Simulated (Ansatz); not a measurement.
The system is NbRu3C.

```
CELL_PARAMETERS angstrom
4.06514 0.00000 0.00000
0.00000 4.06514 0.00000
0.00000 0.00000 4.06514
ATOMIC_POSITIONS crystal
Ru 0.50000 0.50000 0.00000
Ru 0.50000 0.00000 0.50000
Ru 0.00000 0.50000 0.50000
Nb 0.00000 0.00000 0.00000
C 0.50000 0.50000 0.50000
```

The cell comes from a database or a generator and needn't be the stable form of this composition.

Base run:

```yaml
Program: Ansatz 0.2.0
Functional: PBEsol
Potentials_or_basis: Ansatz PAW
Cutoff: 420 eV
Density_cutoff: 1680 eV
k_mesh: 7 × 7 × 7
Occupations: fermi-dirac, width 0.05 eV
Spin: no spin polarisation
```

Its results: band gap on the k mesh none (metal or under the smearing width); pressure -11.8 GPa.

**Question.** The run is repeated on the same cell with these changes: functional from PBEsol to LDA. What comes out?

**Answer.** Band gap on the k mesh none (metal or under the smearing width); pressure -16.9 GPa.

LDA binds more tightly than PBEsol, so the same cell stands under less pressure.

Caveats: the PAW data sets come from PBE, with cores solved anew for the run's functional, which leaves a small shift of forces and pressure.

Not every run made on this cell is shown here.
